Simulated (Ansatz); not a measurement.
# CH₇GaOSi: one species, many methods

The task here is to estimate one member of a computed series from the others.

Method: functionals in def2-TZVPP, the program's frozen cores in correlated methods; program: Ansatz 0.2.0, Gaussian basis.

Plan: LDA (SPW92), PBE-D4, revPBE-D4, BLYP-D4, r2SCAN-D4, B97M-V, PBE0-D4, B3LYP-D4, r2SCANh-D4, r2SCAN0-D4, HSE06-D4, BHLYP-D4, CAM-B3LYP-D4, LC-ωPBE, ωB97X-V, ωB97M-V, B2PLYP, PBE-QIDH; CCSD(T)/def2-SVP; CCSD(T)/def2-TZVPP; MP2/def2-QZVPP; extrapolation to the limit; RPA on PBE.

## The relaxed structure

An earlier PBE0-D4 in a triple-zeta def2 set relaxation fixed the geometry.

SMILES `C[SiH](O)[GaH2]`, 11 atoms, charge 0, spin multiplicity 1.

Atoms are counted from 1 here; the program's logs count them from 0.

Bond lengths: C1–Si2 1.872 Å, C1–H5 1.094 Å, C1–H6 1.094 Å, C1–H7 1.092 Å, Si2–O3 1.664 Å, Si2–Ga4 2.424 Å, Si2–H8 1.498 Å, O3–H9 0.959 Å, Ga4–H10 1.578 Å, Ga4–H11 1.575 Å. Angles: Si2–C1–H5 110.2°, Si2–C1–H6 111.3°, Si2–C1–H7 111.3°, H5–C1–H6 107.5°, H5–C1–H7 108.0°, H6–C1–H7 108.4°, C1–Si2–O3 111.6°, C1–Si2–Ga4 114.1°, C1–Si2–H8 106.9°, O3–Si2–Ga4 102.4°, O3–Si2–H8 109.4°, Ga4–Si2–H8 112.4°, Si2–O3–H9 117.6°, Si2–Ga4–H10 121.2°, Si2–Ga4–H11 122.1°, H10–Ga4–H11 116.7°.

Set-up of the first run:

in.yaml reads:

```yaml
crystal:
  periodic: [false, false, false]
  atoms:
    - {symbol: C, position_ang: [-0.839901, 1.394714, -0.046954]}
    - {symbol: Si, position_ang: [-0.259911, -0.326334, 0.405970]}
    - {symbol: O, position_ang: [0.735318, -0.306448, 1.739838]}
    - {symbol: Ga, position_ang: [1.140953, -1.372262, -1.273061]}
    - {symbol: H, position_ang: [-1.492847, 1.354094, -0.924313]}
    - {symbol: H, position_ang: [-1.410576, 1.849554, 0.768042]}
    - {symbol: H, position_ang: [0.003264, 2.047730, -0.283174]}
    - {symbol: H, position_ang: [-1.485669, -1.131652, 0.710290]}
    - {symbol: H, position_ang: [0.345026, -0.063508, 2.581051]}
    - {symbol: H, position_ang: [2.073051, -0.510937, -2.210533]}
    - {symbol: H, position_ang: [1.191291, -2.934940, -1.467155]}
basis:
  gaussian: {orbitals: def2-TZVPP}
hamiltonian: {xc: lda}
output: {orbitals: {seedname: orbitals}}
```

Among the steps run: LDA; PBE-D4 (GGA); revPBE-D4 (GGA); BLYP-D4 (GGA); r2SCAN-D4 (meta-GGA); B97M-V (meta-GGA); PBE0-D4 (hybrid); B3LYP-D4 (hybrid); r2SCANh-D4 (hybrid); r2SCAN0-D4 (hybrid); HSE06-D4 (hybrid); BHLYP-D4 (hybrid); CAM-B3LYP-D4 (range-separated); LC-ωPBE (range-separated); ωB97X-V (range-separated); ωB97M-V (range-separated); B2PLYP (double hybrid); PBE-QIDH (double hybrid).

One table of the session follows, with a row left open; its other results are not shown here.

It belongs to the step «Frontier levels by functional». 

| functional | HOMO (eV) | LUMO (eV) | gap (eV) |
| --- | --- | --- | --- |
| LDA (SPW92) | -6.16 | -3.05 | 3.11 |
| PBE-D4 | -6.07 | -2.80 | 3.28 |
| revPBE-D4 | ? | ? | ? |
| BLYP-D4 | -5.95 | -2.72 | 3.23 |
| r2SCAN-D4 | -6.32 | -2.56 | 3.76 |
| B97M-V | -6.40 | -2.77 | 3.64 |
| PBE0-D4 | -7.16 | -1.98 | 5.18 |
| B3LYP-D4 | -6.98 | -2.24 | 4.74 |
| r2SCANh-D4 | -6.72 | -2.27 | 4.45 |
| r2SCAN0-D4 | -7.32 | -1.85 | 5.47 |
| HSE06-D4 | -6.77 | -2.35 | 4.42 |
| BHLYP-D4 | -8.16 | -1.20 | 6.96 |
| CAM-B3LYP-D4 | -8.43 | -1.05 | 7.38 |
| LC-ωPBE | -9.71 | 0.15 | 9.87 |
| ωB97X-V | -9.40 | -0.02 | 9.38 |
| ωB97M-V | -9.19 | -0.25 | 8.94 |

**Question.** Estimate the row for revPBE-D4.

**Answer.** HOMO (eV): -6.03; LUMO (eV): -2.67; gap (eV): 3.36. In the column «HOMO (eV)» it lies between PBE-D4 (-6.07) and BLYP-D4 (-5.95).
